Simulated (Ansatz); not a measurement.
# UBHLYP/def2-SVPD (core potential) run of InCl2O (SMILES [O][In]([Cl])[Cl])

Aim: the vertical electron affinity of InCl2O at UBHLYP/def2-SVPD (core potential), from 2 runs. 

The results are computed with Ansatz 0.2.0.

34 further runs of the same task are left out: 1 that didn't finish, 33 set aside as unsound or not needed. Runs told in other sessions of the task aren't counted.

### 1 The system as given

InCl2O has 4 atoms, charge 0, and is taken as a doublet. SMILES: `[O][In]([Cl])[Cl]`. Geometry: relaxed at PBE0-D4/def2-TZVP.

Bond lengths: O1–In2 1.989 Å, In2–Cl3 2.293 Å, In2–Cl4 2.293 Å. Angles: O1–In2–Cl3 119.2°, O1–In2–Cl4 119.2°, Cl3–In2–Cl4 121.6°.

### 2 The energy at UBHLYP/def2-SVPD (core potential)

Contents of job.yaml:

```yaml
basis:
  gaussian:
    orbitals: def2-SVPD
crystal:
  periodic: [false, false, false]
  atoms:
    - {symbol: O, position_ang: [0.606300, 1.014000, 1.667600]}
    - {symbol: In, position_ang: [0.031700, 0.016000, 0.045400]}
    - {symbol: Cl, position_ang: [0.741600, -2.145000, -0.248200]}
    - {symbol: Cl, position_ang: [-1.324100, 1.054700, -1.485200]}
magnetization:
  spin_polarized: true
  initial_magnetization: 1
hamiltonian:
  xc: {name: BHLYP}
accuracy: high
output: {orbitals: {seedname: orbitals}}
```

Launch:

```sh
$ ansatz run job.yaml --threads 1 --pin off --max-ram 3480MiB --events-out events.jsonl --progress --plain --runs-dir runs
```

Output:

```text
Warning: RAYON_NUM_THREADS=1 ignored (pool sized by the plan → 1); use --threads N
Functional definition: BHLYP
  name "BHLYP"
  parameter a = 0.5
  exchange = (1 - a)*b88_x + a*exact_x
  correlation = lyp_c
2170 factors; integrals over basis functions are off by at most 3.0e-9 eV
mean field evaluation 1: about -32237.8529 eV, gradient 5.0e1 eV
mean field evaluation 2: about -32057.9141 eV, gradient 1.2e2 eV
mean field evaluation 4: about -32250.5666 eV, gradient 2.6e1 eV
mean field evaluation 8: about -32254.6364 eV, gradient 1.1e0 eV
mean field evaluation 16: about -32254.7695 eV, gradient 5.3e-3 eV
mean field evaluation 32: about -32254.7695 eV, gradient 1.5e-4 eV
mean field evaluation 64: about -32253.9025 eV, gradient 5.3e0 eV
mean field -32254.76948970 eV, -1185.3409156785 hartree, gradient 7.2e-8 eV, S^2 0.756973; 4 other end points of the search recorded, 0 dependent functions left out
reference -32254.76951321 eV, -1185.3409165424 hartree; 32, 31 occupied and 77, 78 virtual orbitals, 2170 factors
Total energy: -32254.76951321 eV, -1185.3409165424 hartree
```

Wall time 46 s (1 thread of Arm Neoverse V2, shared host); peak memory 0.64 GiB.

### 3 The singlet anion

Contents of in.yaml:

```yaml
crystal:
  periodic: [false, false, false]
  atoms:
    - {symbol: O, position_ang: [0.606300, 1.014000, 1.667600]}
    - {symbol: In, position_ang: [0.031700, 0.016000, 0.045400]}
    - {symbol: Cl, position_ang: [0.741600, -2.145000, -0.248200]}
    - {symbol: Cl, position_ang: [-1.324100, 1.054700, -1.485200]}
basis:
  gaussian: {orbitals: def2-SVPD}
total_charge: -1
hamiltonian: {xc: {name: BHLYP}}
accuracy: high
output: {orbitals: {seedname: orbitals}}
```

Launch:

```sh
$ ansatz run in.yaml --threads 1 --pin off --max-ram 3480MiB --events-out events.jsonl --progress --plain --runs-dir runs
```

Output:

```text
Warning: RAYON_NUM_THREADS=1 ignored (pool sized by the plan → 1); use --threads N
[... 5 set-up lines as earlier in the session ...]
2170 factors; integrals over basis functions are off by at most 3.0e-9 eV
mean field evaluation 1: about -32251.5146 eV, gradient 4.8e1 eV
mean field evaluation 2: about -32130.4752 eV, gradient 1.7e2 eV
mean field evaluation 4: about -32257.0920 eV, gradient 7.3e0 eV
mean field evaluation 8: about -32257.3673 eV, gradient 3.6e-1 eV
mean field evaluation 16: about -32257.3681 eV, gradient 7.7e-4 eV
mean field -32257.36813824 eV, -1185.4364142509 hartree, gradient 4.7e-8 eV, S^2 0.000000; 0 other end points of the search recorded, 0 dependent functions left out
reference -32257.36816017 eV, -1185.4364150566 hartree; 32, 32 occupied and 77, 77 virtual orbitals, 2170 factors
Total energy: -32257.36816017 eV, -1185.4364150566 hartree
```

Wall time 13 s (1 thread of Arm Neoverse V2, shared host); peak memory 0.41 GiB.

### 4 Outcome

Level: UBHLYP/def2-SVPD (core potential).

| quantity | value |
| --- | --- |
| doublet InCl2O: total energy | -1185.34092 Eh |
| doublet InCl2O: HOMO energy (highest over α and β) | -10.78 eV |
| doublet InCl2O: LUMO energy (lowest over α and β) | -2.85 eV |
| doublet InCl2O: ⟨S²⟩ | 0.757 |
| singlet anion: total energy | -1185.43642 Eh |
| singlet anion: HOMO energy | -2.96 eV |
| singlet anion: LUMO energy | 2.85 eV |
| singlet anion: HOMO–LUMO gap (to an unbound level, set by the basis) | 5.81 eV |
| vertical electron affinity (to the singlet anion) | 2.599 eV |

At fixed nuclei the extra electron is bound by 2.60 eV (60 kcal/mol).
